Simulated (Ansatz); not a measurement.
What does this script print? It uses Ansatz 0.2.0 through its Python package.

`deck_c2h7geno.py`:
```python
"""C2H7GeNO through the session interface."""

import ansatz as az

DECK = """
crystal:
  periodic: [false, false, false]
  atoms:
    - { symbol: C, position_ang: [-1.4092, 0.4287, 1.0531] }
    - { symbol: O, position_ang: [-0.2271, 0.9353, 0.5487] }
    - { symbol: C, position_ang: [0.5863, -0.1727, 0.3332] }
    - { symbol: "N", position_ang: [1.8983, 0.1925, -0.3181] }
    - { symbol: Ge, position_ang: [0.6352, -0.8209, -1.476] }
    - { symbol: H, position_ang: [-2.1369, 1.3573, 1.1681] }
    - { symbol: H, position_ang: [-1.9136, -0.2269, 0.3292] }
    - { symbol: H, position_ang: [-1.2971, 0.0081, 2.0302] }
    - { symbol: H, position_ang: [0.7926, -0.8642, 1.2313] }
    - { symbol: H, position_ang: [1.7808, 1.1754, -0.6191] }
    - { symbol: H, position_ang: [0.0959, 0.1346, -2.5446] }
    - { symbol: H, position_ang: [1.2717, -2.2024, -1.702] }
basis:
  gaussian: { orbitals: def2-SVP }
hamiltonian:
  xc: { name: wB97M-V }
"""


def main() -> None:
    session = az.Session.from_yaml(DECK)
    r = session.plan(threads=1).execute().report

    for key in ("converged", "free_energy_ev", "reference_energy_ev", "n_frozen", "n_occupied", "n_virtual"):
        print(f"{key:22s} {r[key]}")
    symbols = ["C", "O", "C", "N", "Ge", "H", "H", "H", "H", "H", "H", "H"]
    state = r["mean_field"]["state"]
    print(f"mean field: {state['energy']['hartree']:.7f} Ha, <S^2> = {abs(state['spin_squared']):.4f}, stability: {state.get('stability', {}).get('kind')}")


if __name__ == "__main__":
    main()
```

`python deck_c2h7geno.py` gives:
```text
converged              True
free_energy_ev         -62223.68634218593
reference_energy_ev    -62223.68634218593
n_frozen               0
n_occupied             [33, 33]
n_virtual              [90, 90]
mean field: -2286.6782963 Ha, <S^2> = 0.0000, stability: minimum
```

Caveats:
- Total energies depend on the basis set; only differences at equal settings carry meaning.
- The geometry is a force-field or estimated start, not a minimum of this method, and the basis set is short of its limit.
- Hardware and time: 14 s on 1 thread of Intel(R) Xeon(R) Platinum 8488C (Sapphire Rapids), with other jobs on the host, peak memory 0.41 GiB.

(Lines on the test bed's own set-up are left out of the output.)
